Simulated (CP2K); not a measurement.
# GaGe in CP2K: the effect of functional

GaGe:

```
Ge Ga
1.0
     4.09817    0.00000    0.00000
     2.04909    3.54912    0.00000
     2.04909    1.18304    3.34614
Ge Ga
1 1
Direct
  0.00000 0.00000 0.00000
  0.25000 0.25000 0.25000
```

The cell comes from a database or a generator and needn't be the stable form of this composition.

Alike in all runs:

| Property | Result |
| --- | --- |
| Program | CP2K 2026.2 |
| Task | band structure |
| Potentials or basis | POTENTIAL_UZH Ge GTH-PBE-q4, Ga GTH-PBE-q13; TZVP-MOLOPT-PBE-GTH basis |
| Density cutoff | 9184 eV |
| k mesh | 8 × 8 × 8 |
| Occupations | fermi-dirac, width 0.05 eV |
| Spin | no spin polarisation |

Task: One run gave: pressure -2.0 GPa. Which functional did it use?
A. PW91
B. LDA
C. M06-L
D. PBEsol
E. AM05

Result: B.

| functional | pressure (GPa) |
| --- | --- |
| LDA | -2.0 |
| PBEsol | -1.2 |
| revPBE | 1.2 |
| AM05 | -1.2 |
| PW91 | 0.5 |
| M06-L | 1.1 |

Caveats: the potentials were made for another functional, which shifts forces and pressure; the basis of atomic orbitals isn't converged, which shifts pressures, moduli and gaps.

Runs at the PBE level aren't shown here.
